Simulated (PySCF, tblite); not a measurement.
# C₁₀H₉F: geometry, infrared bands and NMR shifts

Aim: predict the infrared bands and NMR shifts of C₁₀H₉F (`C=CC(=C)C(F)=C1C=CC=C1`).

Computed with tblite 0.8.0 and PySCF 2.14.0, with density-fitted response routines of our own, on a single molecule in the gas phase. Atoms are numbered from 0 throughout.

### 1 The molecule as given

20 atoms, charge 0, multiplicity 1; geometry from: force field or distance geometry start.

Bonds of the start (Å): C0–C1 1.34, C1–C2 1.45, C2–C3 1.35, C2–C4 1.47, C4–F5 1.36, C4–C6 1.34, C6–C7 1.45, C7–C8 1.34, C8–C9 1.44, C9–C10 1.34, C10–C6 1.45, C0–H11 1.08, C0–H12 1.10, C1–H13 1.09, C3–H14 1.08, C3–H15 1.08, C7–H16 1.08, C8–H17 1.08, C9–H18 1.08, C10–H19 1.08.

### 2 Relaxing the molecule with GFN2-xTB

The job: settings as JSON, then the geometry in Å.

```
{"job": {"kind": "relax", "xc": "GFN2-xTB", "basis": "xTB"}, "charge": 0, "multiplicity": 1}
C      2.064100     0.017700     1.644900
C      2.225600    -0.319900     0.353300
C      1.262300    -1.042900    -0.451600
C      1.709200    -1.709500    -1.533700
C     -0.191300    -1.058900    -0.212700
F     -0.750100    -2.294100    -0.149800
C     -0.999500     0.011700    -0.115200
C     -2.427700    -0.065900     0.123600
C     -2.891200     1.185600     0.159900
C     -1.801000     2.109100    -0.043500
C     -0.661500     1.416000    -0.215200
H      2.834400     0.538900     2.189400
H      1.140500    -0.208600     2.201500
H      3.183700    -0.077100    -0.112400
H      2.761300    -1.749500    -1.776700
H      1.032700    -2.263700    -2.165800
H     -3.001200    -0.976200     0.238900
H     -3.922000     1.484000     0.313900
H     -1.901100     3.187200    -0.062900
H      0.327500     1.826900    -0.388900
```

Command:

```sh
$ OMP_NUM_THREADS=1 python probes_run.py task.json out
```

The driver reads the jobs from task.json and runs them one after another.

**Question.** This job is followed by: GFN2-xTB harmonic vibrations, gas phase; GIAO PBE0/pcSseg-1 NMR shielding, non-relativistic, gas phase. Predict these results of the whole session: strongest single infrared mode (GFN2-xTB); zero-point energy (GFN2-xTB); ¹³C shifts against TMS (PBE0/pcSseg-1); ¹H shifts against TMS (PBE0/pcSseg-1); ¹⁹F shifts against CFCl3 (PBE0/pcSseg-1).

As calculated:

| quantity | value |
| --- | --- |
| strongest single infrared mode (GFN2-xTB) | 1648 cm⁻¹, 157 km/mol |
| zero-point energy (GFN2-xTB) | 95.5 kcal/mol |
| ¹³C shifts against TMS (PBE0/pcSseg-1) | 171.3, 148.7, 145.5, 137.1, 137.0, 135.1, 131.2, 130.7, 129.5, 125.2 ppm |
| ¹H shifts against TMS (PBE0/pcSseg-1) | 6.88, 6.84, 6.54, 6.50, 6.42, 6.10, 5.94, 5.93, 5.76 ppm |
| ¹⁹F shifts against CFCl3 (PBE0/pcSseg-1) | -73.0 ppm |

In words: Over 97 steps the energy fell by 0.133 eV; of the close pairs, C0–H12 changed most, 1.102 to 1.077 Å. No mode is imaginary among the 54: a minimum at this level. The strongest single mode, at 1648 cm⁻¹, moves mainly C6 and C4. GFN2-xTB is a fitted tight-binding method: band positions and strengths are rough. Its intensities can rank the bands wrongly.
